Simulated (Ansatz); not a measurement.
# C₃H₅AlO: shape, modes and thermochemistry

Aim: relax C₃H₅AlO from a cheap starting geometry, check the end point by its vibrations and derive ideal-gas thermochemistry, and look at its orbitals and charge.

Method: RKS PBE0-D4/def2-TZVP; program: Ansatz 0.2.0, Gaussian basis.

Plan: relaxation at PBE-D4/def2-SVP; relaxation at PBE0-D4/def2-TZVP; harmonic vibrations at the same level; a single point in def2-TZVPP for the fields.

## 1. The starting structure

SMILES `O=CC=[CH][AlH2]`, 10 atoms, charge 0, spin multiplicity 1.

Atoms are counted from 1 here; the program's logs count them from 0.

Bond lengths: O1–C2 1.223 Å, C2–C3 1.444 Å, C2–H6 1.089 Å, C3–C4 1.353 Å, C3–H7 1.137 Å, C4–Al5 1.911 Å, C4–H8 1.108 Å, Al5–H9 1.535 Å, Al5–H10 1.627 Å. Angles: O1–C2–C3 118.6°, O1–C2–H6 121.5°, C3–C2–H6 119.8°, C2–C3–C4 127.5°, C2–C3–H7 118.7°, C4–C3–H7 113.8°, C3–C4–Al5 126.9°, C3–C4–H8 115.5°, Al5–C4–H8 117.6°, C4–Al5–H9 121.8°, C4–Al5–H10 117.8°, H9–Al5–H10 120.4°.

Coordinates:

```xyz
10
C3H5AlO
O    -2.63490    0.46720    0.06950
C    -1.76000    0.74460    0.87710
C    -0.39970    0.35730    0.58370
C     0.06030   -0.25370   -0.53300
Al    1.86100   -0.78310   -0.89150
H    -1.98700    1.26430    1.80720
H     0.41140    0.58820    1.34670
H    -0.70630   -0.48920   -1.29710
H     2.25010   -1.50040   -2.19190
H     2.98820   -0.44640    0.23240
```

The start is a force-field geometry with small random shifts, so a cheaper pass at PBE-D4/def2-SVP comes first.

## 2. Relaxation at PBE-D4/def2-SVP (cheap first pass)

Contents of in.yaml:

```yaml
crystal:
  periodic: [false, false, false]
  atoms:
    - {symbol: O, position_ang: [-2.634900, 0.467200, 0.069500]}
    - {symbol: C, position_ang: [-1.760000, 0.744600, 0.877100]}
    - {symbol: C, position_ang: [-0.399700, 0.357300, 0.583700]}
    - {symbol: C, position_ang: [0.060300, -0.253700, -0.533000]}
    - {symbol: Al, position_ang: [1.861000, -0.783100, -0.891500]}
    - {symbol: H, position_ang: [-1.987000, 1.264300, 1.807200]}
    - {symbol: H, position_ang: [0.411400, 0.588200, 1.346700]}
    - {symbol: H, position_ang: [-0.706300, -0.489200, -1.297100]}
    - {symbol: H, position_ang: [2.250100, -1.500400, -2.191900]}
    - {symbol: H, position_ang: [2.988200, -0.446400, 0.232400]}
basis:
  gaussian: {orbitals: def2-SVP}
hamiltonian: {xc: pbe, dispersion: d4}
relax: {f_tol: 0.03, max_steps: 200}
```

Command:

```sh
$ ansatz run in.yaml --threads 2 --pin off --events-out ev --progress --plain --max-ram 4352MiB
```

Output (excerpt; [...] marks lines left out):

```text
Functional definition: PBE
  name "PBE"
  cite "Perdew, Burke & Ernzerhof, Phys. Rev. Lett. 77, 3865 (1996) doi:10.1103/PhysRevLett.77.3865"
  parent pbe
[...]
1100 factors; their error is unknown
[...]
mean field -11818.50677422 eV, -434.3221130810 hartree, gradient 3.1e-5 eV, S^2 0.000000; 0 other end points of the search recorded, 0 dependent functions left out
[...]
reference -11818.50681246 eV, -434.3221144864 hartree; 22, 22 occupied and 77, 77 virtual orbitals, 1100 factors
relax step   1: F+E_penalty+E_count = -11818.69770748 eV  Δ(F+E_penalty+E_count) = +0.000e0 eV  max|allowed force component| = 2.970e0 eV/Å  Δτ_max = 0.0000 Å  (30 SCF iters, accepted)
[...]
relax step   5: F+E_penalty+E_count = -11818.93328518 eV  Δ(F+E_penalty+E_count) = -2.173e-3 eV  max|allowed force component| = 1.324e-1 eV/Å  Δτ_max = 0.0279 Å  (33 SCF iters, accepted)
[...]
relax step   6: F+E_penalty+E_count = -11818.93394143 eV  Δ(F+E_penalty+E_count) = -6.563e-4 eV  max|allowed force component| = 1.971e-2 eV/Å  Δτ_max = 0.0071 Å  (33 SCF iters, accepted)
1100 factors; their error is unknown
[...]
mean field -11818.74488566 eV, -434.3308635151 hartree, gradient 1.6e-5 eV, S^2 0.000000; 1 other end points of the search recorded, 0 dependent functions left out
[...]
reference -11818.74492422 eV, -434.3308649322 hartree; 22, 22 occupied and 77, 77 virtual orbitals, 1100 factors
Total energy: -11818.93397999 eV, -434.3378126036 hartree
Atom 0 at    -2.682979     0.510568     0.058376 Å, force     0.005044     0.002121     0.004135 eV/Å
Atom 1 at    -1.772579     0.730933     0.839044 Å, force     0.000716    -0.004290    -0.006951 eV/Å
Atom 2 at    -0.346450     0.351076     0.593532 Å, force    -0.010070     0.012007     0.019710 eV/Å
Atom 3 at     0.049177    -0.279410    -0.545363 Å, force    -0.013264    -0.005946    -0.014200 eV/Å
Atom 4 at     1.912162    -0.790244    -0.892543 Å, force     0.003110     0.003032     0.009119 eV/Å
Atom 5 at    -1.965772     1.252583     1.824321 Å, force     0.002872    -0.003535    -0.004970 eV/Å
Atom 6 at     0.366390     0.616062     1.397753 Å, force     0.015839    -0.005139    -0.006793 eV/Å
Atom 7 at    -0.781065    -0.476837    -1.255066 Å, force    -0.004305     0.000934    -0.000152 eV/Å
Atom 8 at     2.310875    -1.536228    -2.248457 Å, force     0.005006    -0.000903    -0.001339 eV/Å
Atom 9 at     2.993341    -0.429703     0.231503 Å, force    -0.004948     0.001719     0.001441 eV/Å
Dipole moment:     0.334873     0.033033     0.188820 e Å
```

Run time: 11 s. Hardware: 2 threads of AMD EPYC 7B13, shared host.

The steps of the relaxation: (the energy doesn't fall at every step)

```csv
step,energy from step 1 (eV),largest force component (eV/Å)
1,0.0000,2.9696
2,-0.1864,1.3570
3,-0.1629,1.1583
4,-0.2334,0.1860
5,-0.2356,0.1324
6,-0.2362,0.0197
```

Distances of close pairs at the start and the end, largest changes first:

```csv
bond,before (Å),after (Å),change (Å)
Al5–H9,1.535,1.598,+0.063
C4–Al5,1.911,1.963,+0.052
C2–C3,1.444,1.496,+0.052
C2–H6,1.089,1.131,+0.042
C3–H7,1.137,1.107,-0.030
Al5–H10,1.627,1.601,-0.026
C3–C4,1.353,1.361,+0.007
O1–C2,1.223,1.219,-0.003
```

## 3. Geometry optimisation, PBE0-D4/def2-TZVP

Contents of in.yaml:

```yaml
crystal:
  periodic: [false, false, false]
  atoms:
    - {symbol: O, position_ang: [-2.682979, 0.510568, 0.058376]}
    - {symbol: C, position_ang: [-1.772579, 0.730933, 0.839044]}
    - {symbol: C, position_ang: [-0.346450, 0.351076, 0.593532]}
    - {symbol: C, position_ang: [0.049177, -0.279410, -0.545363]}
    - {symbol: Al, position_ang: [1.912162, -0.790244, -0.892543]}
    - {symbol: H, position_ang: [-1.965772, 1.252583, 1.824321]}
    - {symbol: H, position_ang: [0.366390, 0.616062, 1.397753]}
    - {symbol: H, position_ang: [-0.781065, -0.476837, -1.255066]}
    - {symbol: H, position_ang: [2.310875, -1.536228, -2.248457]}
    - {symbol: H, position_ang: [2.993341, -0.429703, 0.231503]}
basis:
  gaussian: {orbitals: def2-TZVP}
hamiltonian: {xc: pbe0, dispersion: d4}
relax: {f_tol: 0.005, max_steps: 150}
```

Same command.

Output (excerpt; [...] marks lines left out):

```text
Functional definition: PBE0
  name "PBE0"
  cite "Adamo & Barone, J. Chem. Phys. 110, 6158 (1999) doi:10.1063/1.478522"
  cite "Perdew, Burke & Ernzerhof, Phys. Rev. Lett. 77, 3865 (1996) doi:10.1103/PhysRevLett.77.3865"
  parent pbe
[...]
1190 factors; their error is unknown
[...]
mean field -11827.74517230 eV, -434.6616179485 hartree, gradient 4.1e-5 eV, S^2 0.000000; 0 other end points of the search recorded, 0 dependent functions left out
[...]
reference -11827.74520877 eV, -434.6616192885 hartree; 22, 22 occupied and 169, 169 virtual orbitals, 1190 factors
relax step   1: F+E_penalty+E_count = -11827.90452969 eV  Δ(F+E_penalty+E_count) = +0.000e0 eV  max|allowed force component| = 1.022e0 eV/Å  Δτ_max = 0.0000 Å  (31 SCF iters, accepted)
[...]
Atom 0 at    -2.665130     0.526806     0.095227 Å, force    -0.000585    -0.000113    -0.000565 eV/Å
Atom 1 at    -1.743928     0.728256     0.843054 Å, force    -0.000463     0.000437     0.000607 eV/Å
Atom 2 at    -0.339624     0.334839     0.561696 Å, force     0.000998    -0.000251     0.000222 eV/Å
Atom 3 at     0.024081    -0.287801    -0.567964 Å, force    -0.000277     0.000197     0.000355 eV/Å
Atom 4 at     1.883236    -0.778514    -0.878303 Å, force     0.000139    -0.000050    -0.000008 eV/Å
Atom 5 at    -1.910098     1.237446     1.815104 Å, force     0.000263    -0.000102    -0.000137 eV/Å
Atom 6 at     0.383818     0.585531     1.336941 Å, force    -0.000061    -0.000074    -0.000316 eV/Å
Atom 7 at    -0.793213    -0.482645    -1.264425 Å, force    -0.000108    -0.000120    -0.000187 eV/Å
Atom 8 at     2.332190    -1.515347    -2.206288 Å, force     0.000031     0.000162     0.000188 eV/Å
Atom 9 at     2.911766    -0.399771     0.268059 Å, force     0.000063    -0.000084    -0.000158 eV/Å
Dipole moment:     0.399615     0.023802     0.195298 e Å
```

Run time: 38 s. Hardware: 2 threads of AMD EPYC 7B13, shared host.

Step by step:

```csv
step,energy from step 1 (eV),largest force component (eV/Å)
1,0.0000,1.0216
2,-0.0473,0.1710
3,-0.0504,0.0307
4,-0.0506,0.0363
5,-0.0511,0.0105
6,-0.0512,0.0060
7,-0.0512,0.0113
8,-0.0512,0.0010
```

Distances of close pairs at the start and the end, largest changes first:

```csv
bond,before (Å),after (Å),change (Å)
C2–H6,1.131,1.110,-0.022
C3–C4,1.361,1.340,-0.020
C4–H8,1.110,1.091,-0.019
C3–H7,1.107,1.090,-0.017
O1–C2,1.219,1.204,-0.016
C4–Al5,1.963,1.948,-0.015
Al5–H10,1.601,1.586,-0.015
Al5–H9,1.598,1.584,-0.014
```

Mulliken charges of the relaxed molecule (report file):

```csv
atom,value (e)
O1,-0.27
C2,0.12
C3,-0.13
C4,-0.28
Al5,0.37
H6,0.08
H7,0.14
H8,0.16
H9,-0.09
H10,-0.09
```

## 4. Force constants and modes

Contents of in.yaml:

```yaml
crystal:
  periodic: [false, false, false]
  atoms:
    - {symbol: O, position_ang: [-2.665130, 0.526806, 0.095227]}
    - {symbol: C, position_ang: [-1.743928, 0.728256, 0.843054]}
    - {symbol: C, position_ang: [-0.339624, 0.334839, 0.561696]}
    - {symbol: C, position_ang: [0.024081, -0.287801, -0.567964]}
    - {symbol: Al, position_ang: [1.883236, -0.778514, -0.878303]}
    - {symbol: H, position_ang: [-1.910098, 1.237446, 1.815104]}
    - {symbol: H, position_ang: [0.383818, 0.585531, 1.336941]}
    - {symbol: H, position_ang: [-0.793213, -0.482645, -1.264425]}
    - {symbol: H, position_ang: [2.332190, -1.515347, -2.206288]}
    - {symbol: H, position_ang: [2.911766, -0.399771, 0.268059]}
basis:
  gaussian: {orbitals: def2-TZVP}
hamiltonian: {xc: pbe0, dispersion: d4}
phonons: {temperatures: {t_min: 298.15, t_max: 900, t_step: 200}}
```

Launched as before.

Output (excerpt; [...] marks lines left out):

```text
Functional definition: PBE0
  name "PBE0"
  cite "Adamo & Barone, J. Chem. Phys. 110, 6158 (1999) doi:10.1063/1.478522"
  cite "Perdew, Burke & Ernzerhof, Phys. Rev. Lett. 77, 3865 (1996) doi:10.1103/PhysRevLett.77.3865"
  parent pbe
[...]
1190 factors; their error is unknown
[...]
mean field -11827.79482185 eV, -434.6634425357 hartree, gradient 1.4e-5 eV, S^2 0.000000; 0 other end points of the search recorded, 0 dependent functions left out
[...]
reference -11827.79485800 eV, -434.6634438641 hartree; 22, 22 occupied and 169, 169 virtual orbitals, 1190 factors
[...]
1190 factors; their error is unknown
mean field -11827.79463268 eV, -434.6634355839 hartree, gradient 1.5e-6 eV, S^2 0.000000; 0 other end points of the search recorded, 0 dependent functions left out
[...]
reference -11827.79466884 eV, -434.6634369126 hartree; 22, 22 occupied and 169, 169 virtual orbitals, 1190 factors
[...]
Atom 3 at     0.024081    -0.287801    -0.567964 Å, force    -0.000287     0.000189     0.000326 eV/Å
Atom 4 at     1.883236    -0.778514    -0.878303 Å, force     0.000133    -0.000045     0.000003 eV/Å
Atom 5 at    -1.910098     1.237446     1.815104 Å, force     0.000269    -0.000112    -0.000154 eV/Å
Atom 6 at     0.383818     0.585531     1.336941 Å, force    -0.000073    -0.000075    -0.000328 eV/Å
Atom 7 at    -0.793213    -0.482645    -1.264425 Å, force    -0.000093    -0.000120    -0.000179 eV/Å
Atom 8 at     2.332190    -1.515347    -2.206288 Å, force     0.000033     0.000158     0.000180 eV/Å
Atom 9 at     2.911766    -0.399771     0.268059 Å, force     0.000066    -0.000085    -0.000158 eV/Å
Dipole moment:     0.399615     0.023801     0.195297 e Å
Vibrations: 107.68 120.38 134.18 197.14 245.83 505.19 596.01 638.19 752.95 777.22 805.48 954.24 1044.49 1061.20 1198.80 1329.81 1421.36 1636.06 1811.28 1926.48 1940.59 2920.22 3126.29 3140.76 cm⁻¹, zero-point energy 1.760066 eV
```

It took 2.8 min on 2 threads of AMD EPYC 7B13, shared host.

Motions are named by where the mode's potential energy lies. The modes, unscaled (a negative number is an imaginary wavenumber):

```csv
mode,cm⁻¹,motion
1,108,torsion
2,120,torsion
3,134,bend
4,197,torsion
5,246,bend
6,505,bend
7,596,torsion with out-of-plane bend
8,638,Al–C stretch with bend
9,753,torsion
10,777,bend
11,805,bend
12,954,C–C stretch
13,1044,torsion with out-of-plane bend
14,1061,torsion
15,1199,bend
16,1330,bend
17,1421,bend
18,1636,C–C stretch
19,1811,C–O stretch
20,1926,Al–H stretch
21,1941,Al–H stretch
22,2920,C–H stretch
23,3126,C–H stretch
24,3141,C–H stretch
```

From these modes and the moments of inertia (298.15 K, 1 bar, symmetry number 1):

```csv
term,value
zero-point energy,40.6 kcal/mol
H(298) − E,45.5 kcal/mol
"entropy, translation",164.1 J/(mol K)
"entropy, rotation",110.3 J/(mol K)
"entropy, vibration",65.8 J/(mol K)
"entropy, total",340.3 J/(mol K)
```

## 5. Orbitals, density and potential

Changes to in.yaml since step 4:

```diff
@@ -14,4 +14,4 @@
 basis:
-  gaussian: {orbitals: def2-TZVP}
+  gaussian: {orbitals: def2-TZVPP}
 hamiltonian: {xc: pbe0, dispersion: d4}
-phonons: {temperatures: {t_min: 298.15, t_max: 900, t_step: 200}}
+output: {orbitals: {seedname: orbitals}}
```

Same command.

Output:

```text
Functional definition: PBE0
  name "PBE0"
  cite "Adamo & Barone, J. Chem. Phys. 110, 6158 (1999) doi:10.1063/1.478522"
  cite "Perdew, Burke & Ernzerhof, Phys. Rev. Lett. 77, 3865 (1996) doi:10.1103/PhysRevLett.77.3865"
  parent pbe
  parameter a = 0.25
  parameter kappa = 0.804
  parameter beta = 0.06672455060314922
  exchange = (1 - a)*pbe_x(kappa = kappa, mu = beta*pi^2/3) + a*exact_x
  correlation = pbe_c(beta = beta)
1286 factors; their error is unknown
mean field evaluation 1: about -11820.9771 eV, gradient 5.6e1 eV
mean field evaluation 2: about -11814.2501 eV, gradient 7.8e1 eV
mean field evaluation 4: about -11827.7004 eV, gradient 7.6e0 eV
mean field evaluation 8: about -11827.8195 eV, gradient 9.4e-2 eV
mean field evaluation 16: about -11827.8344 eV, gradient 2.3e-5 eV
mean field -11827.83439392 eV, -434.6648967823 hartree, gradient 2.3e-5 eV, S^2 0.000000; 0 other end points of the search recorded, 0 dependent functions left out
reference -11827.83443007 eV, -434.6648981110 hartree; 22, 22 occupied and 214, 214 virtual orbitals, 1286 factors
Total energy: -11827.99533805 eV, -434.6708113701 hartree
```

It took 4.2 s on 2 threads of AMD EPYC 7B13, shared host.

The fields below are evaluated on a grid from the run's orbitals.

Frontier orbitals at PBE0-D4/def2-TZVPP, with the share of their density that lies nearest to each atom:

```csv
orbital,energy (eV),lies on
HOMO,-7.57,O1 57 %; H6 14 %; C3 10 %
LUMO,-2.71,"Al5 21 %; C4 19 %; C2, C3 about 14 % each"
```

ELF in a plane through or near 10 of the atoms.

Ten even steps from ' ' (0.00) to '@' (1.00):
```
                                                        
                                                        
            ..--==--                                    
          ::##@@@@@@**      ::::                        
        ..%%@@@@@@@@@@..  ..%%%%==      ....            
        --@@@@@@@@@@@@::  **@@@@##    ==%%##--          
        ::%%@@@@@@@@@@::  ##@@@@##  ::@@@@@@##..        
          ==@@@@@@@@##..  ==@@@@**..++@@@@@@%%::        
          ..----::....::..--==++******@@@@@@**..        
      ..--==--  ####..******==--##%%--**##==            
    ..##@@@@@@::**##  @@##..%%++##++**==--              
    ==@@@@@@@@%%  ..==@@====**::..==######++--          
    ==@@@@@@@@@@%%::==####%%%%::  ++##..%%%%**::        
    ::@@@@@@@@@@%%....--%%@@@@==  ##@@##%%%%++::        
      **@@@@@@@@**    ..##@@@@==  ++%%%%##++::          
      ..++@@@@%%--      ++@@%%..  ::====--..            
          ..::..        ..--::                          
                                                        
                                                        
                                                        
```
The map spans 12.0 Å across and 8.4 Å up, centred on the molecule. Atoms in the plane (x, y in Å): O1 (2.5, -1.1), C2 (2.1, 0.0), C3 (0.6, 0.4), C4 (-0.3, -0.5), Al5 (-2.2, 0.0), H6 (2.8, 0.8), H7 (0.4, 1.4), H8 (0.0, -1.6), H9 (-3.4, -1.0), H10 (-2.5, 1.6).

On the surface of density 0.002 e/bohr³ the electrostatic potential runs, from the 1st to the 99th percentile, from -1.50 V near O1 to 3.37 V near Al5.

## 6. Results

```
                  quantity            value
               point group               Cs
                     steps            6 + 8
shift from the start (rms)          0.070 Å
              total energy   -11827.9558 eV
           dispersion term         -161 meV
             dipole moment           2.14 D
lowest, highest wavenumber   108, 3141 cm⁻¹
         zero-point energy    40.6 kcal/mol
       entropy at 298.15 K  340.3 J/(mol K)
                HOMO, LUMO  -7.57, -2.71 eV
```

**Reading.** The atoms moved 0.07 Å (rms) from the start; the bond that changed most is Al5–H9, from 1.535 to 1.584 Å. All wavenumbers are real, so the end point is a minimum. The stiffest mode, 3141 cm⁻¹, is a C–H stretch, and 4 modes under 200 cm⁻¹ make the vibrational entropy uncertain. Harmonic hybrid wavenumbers usually lie a few per cent above measured fundamentals. The largest Mulliken charge, +0.37 e, sits on Al5. The HOMO lies mostly on O1 57 %; H6 14 % and the LUMO on Al5 21 %; C4 19 %.
